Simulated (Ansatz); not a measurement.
# AlRu: the cost of one run

Method: DFT r²SCAN, frozen-core PAW and all-electron LAPW, scalar-relativistic unless said, in Ansatz 0.2.0.

## 1. The starting structure

It takes space group Pm-3m (No. 221, cubic). The conventional cell has a = 2.992 Å, b = 2.992 Å, c = 2.992 Å, α = 90.00°, β = 90.00°, γ = 90.00°. Al (site symmetry m-3m) has 8 Ru at 2.59 Å as nearest neighbours. Ru (site symmetry m-3m) is surrounded by 8 Al at 2.59 Å.

Coordinates:

```
CELL_PARAMETERS angstrom
2.99160 0.00000 0.00000
0.00000 2.99160 0.00000
0.00000 0.00000 2.99160
ATOMIC_POSITIONS crystal
Al 0.00000 0.00000 0.00000
Ru 0.50000 0.50000 0.50000
```

Cartesian axes are those of the input's lattice vectors. The structure goes back to a database entry.

## 2. Cell and atoms relaxed, PAW

Input file input.yaml:

```yaml
crystal:
  lattice:
    - [2.9916, 0.0, 0.0]
    - [0.0, 2.9916, 0.0]
    - [0.0, 0.0, 2.9916]
  atoms:
    - { symbol: Al, position: [0.0, 0.0, 0.0] }
    - { symbol: Ru, position: [0.5, 0.5, 0.5] }
kpoints:
  mp_grid: { grid: [12, 12, 12] }
scf:
  occupations: { method: fermi_dirac, width: 0.05 }
hamiltonian:
  xc: r2scan
  pseudopotentials: { kind: paw }
relax:
  f_tol: 0.002
  max_steps: 80
  cell: {}
output:
  forces: true
  stress: true
  write_density: true
  write_potential: true
  elf: true
  volumetric_format: npy
```

Command:

```
$ ansatz run input.yaml --threads 1 --pin off --max-ram 3072MiB --backend cpu --events-out ev --progress --plain --runs-dir out
```

What time and memory should one allow on 1 thread of Intel Xeon 6975P-C (Granite Rapids), shared host?

About 8.6 s, with a peak of 0.43 GiB.
